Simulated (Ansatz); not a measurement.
The system is Ba2Tl5V3O12.

```xyz
22
Lattice="4.2370 2.4462 6.1284 -4.2370 2.4462 6.1284 0.0000 -4.8924 6.1284" Properties=species:S:1:pos:R:3 pbc="T T T"
Ba    0.0000    0.0000    9.1926
Ba    0.0000    0.0000    0.0000
V     0.0000    2.4462    6.1284
V    -2.1185   -1.2231    6.1284
V     2.1185   -1.2231    6.1284
Tl    0.0000   -2.4462    3.0642
Tl    2.1185    1.2231    3.0642
Tl   -2.1185    1.2231    3.0642
Tl    0.0000    0.0000   13.6133
Tl    0.0000    0.0000    4.7719
O     2.6932   -0.0671    7.4143
O    -1.2885    2.3659    7.4143
O    -1.4047   -2.2988    7.4143
O    -1.4047    2.2988   10.9708
O     2.6932    0.0671   10.9708
O    -1.2884   -2.3659   10.9708
O    -2.6932    0.0671   10.9708
O     1.2884   -2.3659   10.9708
O     1.4047    2.2988   10.9708
O     1.4047   -2.2988    7.4143
O    -2.6932   -0.0671    7.4143
O     1.2885    2.3659    7.4143
```

The cell was built by a generator and needn't be a form met in nature.

Base run:

- Program: Ansatz 0.2.0
- Functional: PBE
- Potentials or basis: all-electron LAPW, scalar-relativistic
- Cutoff: 423 eV
- Density cutoff: 1690 eV
- Basis error allowed: 0.003 eV/atom
- k mesh: 3 × 3 × 3
- Occupations: fermi-dirac, width 0.05 eV
- Spin: collinear spin, ferromagnetic start
- Starting moments: [0.0, 0.0, 2.0, 2.0, 2.0, 0.0, 0.0, 0.0, 0.0, 0.0, 0.0, 0.0, 0.0, 0.0, 0.0, 0.0, 0.0, 0.0, 0.0, 0.0, 0.0, 0.0] μB

Its results: pressure 0.0 GPa; net moment 1.16 μB per cell; site moments Ba +0.00, -0.00; V +0.28; Tl +0.00, +0.01; O -0.01 μB; largest force 0.014 eV/Å.

**Question.** The run is repeated on the same cell with these changes: functional from PBE to PBEsol. What comes out?

**Answer.** Pressure -4.3 GPa; net moment 1.04 μB per cell; site moments Ba +0.00, -0.00; V +0.25; Tl +0.00, +0.01; O -0.01 μB; largest force 0.244 eV/Å.

PBEsol binds more tightly than PBE, so the same cell stands under less pressure.

Caveats: the k mesh is thin for a metal, which can move the energy by tens of meV per atom.

Not every run made on this cell is shown here.
